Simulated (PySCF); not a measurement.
# Gd(NH2)2: other functionals and bases at one geometry

How far do other levels of theory move the description of Gd(NH2)2, and what does each cost? It is a constructed species; whether it can be made isn't addressed.

Method: several levels, as the steps say, no spin–orbit coupling; program: PySCF 2.14.0.

1 further run of the same task is left out (for a known fault of the program).

## 1. The system as given

7 atoms, charge 0, spin multiplicity 1.

Bond lengths: Gd1–N2 2.292 Å, Gd1–N5 2.292 Å, N2–H3 1.022 Å, N2–H4 1.023 Å, N5–H6 1.023 Å, N5–H7 1.022 Å. Angles: N2–Gd1–N5 115.5°, Gd1–N2–H3 131.8°, Gd1–N2–H4 124.1°, H3–N2–H4 104.1°, Gd1–N5–H6 124.1°, Gd1–N5–H7 131.8°, H6–N5–H7 104.1°.

Coordinates:

```
Gd    0.0000   -0.8907   -0.1083
N     1.9384   -0.0256    0.7565
H     2.9210   -0.2237    0.5565
H     1.9722    0.6976    1.4788
N    -1.9384   -0.0256    0.7565
H    -1.9722    0.6976    1.4788
H    -2.9210   -0.2237    0.5565
```

Formal oxidation states: Gd +2. Each metal's 8 4f electrons lie in its core potential, so multiplicities, spins and levels count the valence alone. For divalent La, Ce, Gd or Lu the extra electron is normally 5d or 6s, so this core forces an excited configuration. An earlier session relaxed this geometry at PBE0, Gd lcecp-0-SVP with ECP54, N def2-SVP, H def2-SVP (singlet, point group C2v).

At PBE0 on the finer grid: E = -141.599792 Eh, frontier levels not given, since the 4f levels lie in the core, Mulliken charge on Gd1 +0.72 e, largest force component 0.010 eV/Å. 

Levels to run: B3LYP; r2SCAN; PBE0, TZVP. Hardware: 2 threads of Arm Neoverse V1, shared host.

## 2. B3LYP

run.py (the lines that set the calculation) reads:

```python
mol = gto.M(atom='''
Gd     0.00000    -0.89067    -0.10833
N      1.93842    -0.02562     0.75655
H      2.92100    -0.22369     0.55646
H      1.97215     0.69760     1.47878
N     -1.93842    -0.02562     0.75655
H     -1.97215     0.69760     1.47878
H     -2.92100    -0.22369     0.55646''',
    basis={'Gd': 'lcecp-0-SVP', 'N': 'def2-SVP', 'H': 'def2-SVP'},
    ecp={'Gd': 'lcecp-0-SVP'},
    charge=0, spin=0)
mf = dft.RKS(mol, xc='B3LYP')
mf.grids.atom_grid = (75, 302)  # f atoms: unpruned, at least (60, 302)
mf = mf.density_fit()  # fitting sets: Gd AutoAux, N def2-universal-JKFIT, H def2-universal-JKFIT
mf.conv_tol = 1e-08; mf.max_cycle = 55
mf.kernel(dm0)  # dm0: the density of the relaxed state
```

Launch:

```sh
OMP_NUM_THREADS=2 python run.py
```

## 3. r2SCAN

run.py (the lines that set the calculation): that of step 2 with these lines changed.

```diff
@@ -11,3 +11,3 @@
     charge=0, spin=0)
-mf = dft.RKS(mol, xc='B3LYP')
+mf = dft.RKS(mol, xc='R2SCAN')
 mf.grids.atom_grid = (75, 302)  # f atoms: unpruned, at least (60, 302)
```

## 4. PBE0, TZVP

Basis: Gd lcecp-0-TZVP with ECP54, N def2-TZVP, H def2-TZVP. 

run.py (the lines that set the calculation) reads:

```python
mol = gto.M(atom='''
Gd     0.00000    -0.89067    -0.10833
N      1.93842    -0.02562     0.75655
H      2.92100    -0.22369     0.55646
H      1.97215     0.69760     1.47878
N     -1.93842    -0.02562     0.75655
H     -1.97215     0.69760     1.47878
H     -2.92100    -0.22369     0.55646''',
    basis={'Gd': 'lcecp-0-TZVP', 'N': 'def2-TZVP', 'H': 'def2-TZVP'},
    ecp={'Gd': 'lcecp-0-TZVP'},
    charge=0, spin=0)
mf = dft.RKS(mol, xc='PBE0')
mf.grids.atom_grid = (75, 302)  # f atoms: unpruned, at least (60, 302)
mf = mf.density_fit()  # fitting sets: Gd AutoAux, N def2-universal-JKFIT, H def2-universal-JKFIT
mf.conv_tol = 1e-08; mf.max_cycle = 55
mf.kernel(dm0)  # dm0: free metal ions and neutral atoms
```

What does the calculation give? Wanted: for each run, charge on Gd1; dipole; largest force.

**Answer**, as computed:

| level | state | charge on Gd1 (e) | dipole (D) | largest force (eV/Å) | basis functions | time |
| --- | --- | --- | --- | --- | --- | --- |
| PBE0 (relaxed here) | singlet | 0.72 | 5.00 | 0.01 | 79 | 7.8 s |
| B3LYP | singlet | 0.67 | 4.93 | 0.16 | 79 | 3.4 s |
| r2SCAN | singlet | 0.70 | 4.94 | 0.11 | 79 | 4.8 s |
| PBE0, TZVP | singlet | 1.17 | 5.41 | 0.30 | 133 | 8.3 s |

Times are on 2 threads of Arm Neoverse V1, shared host; the first row also made further properties.

The largest leftover force, 0.30 eV/Å with PBE0, TZVP, stands at a geometry relaxed at another level. The Mulliken charge on Gd spans +0.67 to +1.17 e over the levels. With 4f in the core, its levels are missing from HOMO and gap. Total energies of different levels can't be compared. Spin–orbit coupling is left out throughout.
